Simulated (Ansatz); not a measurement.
# Si2W: further runs on the relaxed cell

One table from this session's results is given with a row withheld; the runs are named, their logs left out.

Method: DFT PBEsol, scalar-relativistic, plane waves, PAW, in Ansatz 0.2.0.

1 further run of the same task is left out (set aside as unsound or not needed).

**The structure to begin with**

The structure is tetragonal, space group I4/mmm (No. 139). The conventional cell has a = 3.203 Å, b = 3.203 Å, c = 7.816 Å, α = 90.00°, β = 90.00°, γ = 90.00°. Si (site symmetry 4mm) has 5 Si at 2.59 to 2.62 Å and 5 W at 2.61 Å as nearest neighbours. Around W (site symmetry 4/mmm) lie 10 Si at 2.61 Å.

Structure file:

```cif
data_structure
_symmetry_space_group_name_H-M 'P 1'
_symmetry_Int_Tables_number 1
_cell_length_a 4.5167
_cell_length_b 4.5167
_cell_length_c 4.5167
_cell_angle_alpha 138.471
_cell_angle_beta 138.471
_cell_angle_gamma 60.182
_cell_volume 40.08
loop_
_atom_site_label
_atom_site_type_symbol
_atom_site_fract_x
_atom_site_fract_y
_atom_site_fract_z
_atom_site_occupancy
Si1 Si 0.33454 0.33454 0.00000 1
Si2 Si 0.66546 0.66546 0.00000 1
W1 W 0.00000 0.00000 0.00000 1
```

It is the result of an earlier relaxation at this level (volume 13.36 Å³/atom; gap on the mesh: none (metal)).

Set-up of the first run:

The input, input.yaml:

```yaml
crystal:
  lattice:
    - [-1.5851092227, 1.5851092227, 3.8684840167]
    - [1.5851092227, -1.5851092227, 3.8684840167]
    - [1.5851092227, 1.5851092227, -3.8684840167]
  atoms:
    - { symbol: Si, position: [0.334542448, 0.334542448, 0.0] }
    - { symbol: Si, position: [0.665457552, 0.665457552, 0.0] }
    - { symbol: W, position: [0.0, 0.0, 0.0] }
basis:
  ecutwfc: 420
kpoints:
  mp_grid: { grid: [18, 18, 18] }
hamiltonian:
  xc: pbesol
scf:
  occupations: { method: gaussian, width: 0.1 }
output:
  forces: true
  stress: true
  eigenvalues: true
  write_density: true
  write_potential: true
  elf: true
  volumetric_format: npy
relax:
  adjacent_minimum: "off"
  f_tol: 0.01
  max_steps: 30
  cell: { stress_tol: 0.1, fix: [volume] }
```

Run with:

```bash
$ ansatz run input.yaml --threads 1 --pin off --max-ram 2560MiB --backend cpu --events-out ev --progress --plain --runs-dir out
```

Steps of the session up to this table: Point at V/V0 = 0.97; Volume × 1.03; Point at V/V0 = 0.94; Point at V/V0 = 1.06; The cell scaled to 0.91 of its volume; Point at V/V0 = 1.10; Volume × 0.88.

One table of the session follows, with a row left open; its other results are not shown here.

It belongs to the step «Fit of the equation of state». 

| volume (Å³/atom) | energy above the lowest point (meV/atom) | pressure (GPa) |
| --- | --- | --- |
| 11.757 | 174.1 | 38.94 |
| 12.158 | ? | ? |
| 12.559 | 38.8 | 16.37 |
| 12.960 | 9.2 | 7.53 |
| 13.361 | 0.0 | -0.01 |
| 13.761 | 8.3 | -6.43 |
| 14.162 | 31.4 | -11.87 |
| 14.697 | 81.4 | -17.87 |

Estimate the missing values for volume (Å³/atom) = 12.158.

Worked estimate for «energy above the lowest point (meV/atom)». A straight line through the neighbours (11.757, 174.1) and (12.559, 38.8) gives 174.1 + (38.8 − 174.1) × (12.158 − 11.757) / (12.559 − 11.757) = 106.4; a parabola fitted to 3 rows on both sides gives 93.8.

As computed: energy above the lowest point (meV/atom): 92.4; pressure (GPa): 26.75. In «energy above the lowest point (meV/atom)» the line misses by +14.0 and the parabola by +1.4.
